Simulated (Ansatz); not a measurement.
# CH₇BSSi: basis-set convergence

One table from this session's results is given with a row withheld; the runs are named, their logs left out.

The runs use Ansatz 0.2.0, Gaussian basis; one geometry, several basis sets.

Plan: PBE0-D4/def2-SVP; ωB97M-V/def2-SVP; PBE0-D4/def2-QZVPP; ωB97M-V/def2-QZVPP; the functionals' def2-TZVPP values are taken from earlier runs.

## Structure used throughout

An earlier PBE0-D4 in a triple-zeta def2 set relaxation fixed the geometry.

11 atoms, charge 0, spin multiplicity 1.

Atoms are counted from 1 here; the program's logs count them from 0.

Bond lengths: C1–S2 1.810 Å, C1–H5 1.090 Å, C1–H6 1.090 Å, C1–H7 1.088 Å, S2–B3 1.746 Å, B3–Si4 2.008 Å, B3–H8 1.196 Å, Si4–H9 1.491 Å, Si4–H10 1.489 Å, Si4–H11 1.491 Å. Angles: S2–C1–H5 108.9°, S2–C1–H6 108.9°, S2–C1–H7 109.9°, H5–C1–H6 109.0°, H5–C1–H7 110.0°, H6–C1–H7 110.0°, C1–S2–B3 106.9°, S2–B3–Si4 118.0°, S2–B3–H8 119.5°, Si4–B3–H8 122.5°, B3–Si4–H9 110.0°, B3–Si4–H10 112.9°, B3–Si4–H11 110.0°, H9–Si4–H10 108.2°, H9–Si4–H11 107.3°, H10–Si4–H11 108.2°.

Set-up of the first run:

Input file in.yaml:

```yaml
crystal:
  periodic: [false, false, false]
  atoms:
    - {symbol: C, position_ang: [-0.937432, 1.975930, 1.004647]}
    - {symbol: S, position_ang: [0.393273, 1.127432, 0.118199]}
    - {symbol: B, position_ang: [-0.110367, -0.532309, -0.084008]}
    - {symbol: Si, position_ang: [1.133984, -1.786993, -1.037894]}
    - {symbol: H, position_ang: [-1.304860, 2.796929, 0.389239]}
    - {symbol: H, position_ang: [-0.540388, 2.379928, 1.935731]}
    - {symbol: H, position_ang: [-1.744999, 1.278016, 1.215662]}
    - {symbol: H, position_ang: [-1.171103, -0.882009, 0.344152]}
    - {symbol: H, position_ang: [0.460082, -2.359640, -2.238313]}
    - {symbol: H, position_ang: [2.393316, -1.128894, -1.481992]}
    - {symbol: H, position_ang: [1.493894, -2.925490, -0.144922]}
basis:
  gaussian: {orbitals: def2-SVP}
hamiltonian: {xc: pbe0, dispersion: d4}
output: {orbitals: {seedname: orbitals}}
```

The run is started by

```sh
ansatz run in.yaml --threads 2 --pin off --events-out ev --progress --plain --max-ram 4352MiB
```

Among the steps run: PBE0-D4 in def2-SVP; ωB97M-V in def2-SVP; PBE0-D4 in def2-QZVPP; ωB97M-V in def2-QZVPP.

One table of the session follows, with a row left open; its other results are not shown here.

It belongs to the step «Density functionals: the series». 

```
functional       basis  HOMO (eV)
   PBE0-D4    def2-SVP      -7.98
   PBE0-D4  def2-TZVPP      -7.99
   PBE0-D4  def2-QZVPP      -8.00
   ωB97M-V    def2-SVP          ?
   ωB97M-V  def2-TZVPP     -10.15
   ωB97M-V  def2-QZVPP     -10.16
```

Q: Estimate the row for ωB97M-V, def2-SVP from the others.

As computed: HOMO (eV): -10.10. In the column «HOMO (eV)» it lies between ωB97M-V, def2-TZVPP (-10.15) and PBE0-D4, def2-QZVPP (-8.00).
